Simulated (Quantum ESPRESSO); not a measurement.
NbSi: phonons with LDA

Crystal: NbSi.

```
CELL_PARAMETERS angstrom
0.00000 2.57383 2.57383
2.57383 0.00000 2.57383
2.57383 2.57383 0.00000
ATOMIC_POSITIONS crystal
Nb 0.00000 0.00000 0.00000
Si 0.50000 0.50000 0.50000
```

The cell was built by a generator and needn't be a form met in nature.

```yaml
Program: Quantum ESPRESSO 7.5
Task: phonons
Functional: LDA
Potentials_or_basis: GBRV 1.5 LDA
Cutoff: 612 eV
Density_cutoff: 4898 eV
k_mesh: 9 × 9 × 9
Occupations: cold, width 0.2 eV
Spin: no spin polarisation
Target_pressure: 8 GPa
Form_of_the_LDA_correlation: PZ81
Mixing_beta: 0.5
Most_SCF_iterations: 120
SCF_threshold: 4e-10 Ry
```

| Property | Result |
| --- | --- |
| Relaxed volume | 15.53 Å³/atom |
| Relaxed cell | a = 3.528 Å, b = 3.528 Å, c = 3.528 Å, α = 60.00°, β = 60.00°, γ = 60.00° |
| Space group after relaxing (to 0.05 Å) | Fm-3m (No. 225) |
| Pressure after relaxing | 8.0 GPa |
| Band gap on the k mesh | none (metal or under the smearing width) |
| Highest phonon frequency at Γ | 414 cm⁻¹ |

Step by step:
```tsv
step	energy change (eV)	largest force (eV/Å)	pressure (GPa)	volume (Å³)
1	0.0000	0.0000	-7.56	34.10
2	-0.0241	0.0000	5.46	31.47
3	-0.0040	0.0000	8.36	31.00
4	-0.0069	0.0000	7.99	31.06
5	-0.0069	0.0000	8.00	31.06
```

Final structure:
```cif
data_structure
_symmetry_space_group_name_H-M 'P 1'
_symmetry_Int_Tables_number 1
_cell_length_a 3.5282
_cell_length_b 3.5282
_cell_length_c 3.5282
_cell_angle_alpha 60.000
_cell_angle_beta 60.000
_cell_angle_gamma 60.000
_cell_volume 31.06
loop_
_atom_site_label
_atom_site_type_symbol
_atom_site_fract_x
_atom_site_fract_y
_atom_site_fract_z
_atom_site_occupancy
Nb1 Nb 0.00000 0.00000 0.00000 1
Si1 Si 0.50000 0.50000 0.50000 1
```

Levels at points of the mesh, in eV from the Fermi level:
```
           k point  band 6  band 7  band 8  band 9  band 10  band 11  band 12  band 13
(0.00, 0.00, 0.00)   -1.48   -1.48   -1.48   -0.78    -0.78     2.67     2.67     2.67
```

Phonon frequencies in cm⁻¹ (negative: imaginary):
```
              q point           frequencies
(0.000, 0.000, 0.000)  -6 -6 -6 414 414 414
```

Optical modes at Γ, degenerate ones joined:
| cm⁻¹ | components | symmetry | active in |
| --- | --- | --- | --- |
| 414 | 3 | T1u | IR |

Run time: 4.5 min on 1 thread of Arm Neoverse V1 (shared host), peak memory 0.13 GiB.

Caveat: the cell is more than 3 GPa from zero pressure, which shifts response properties.
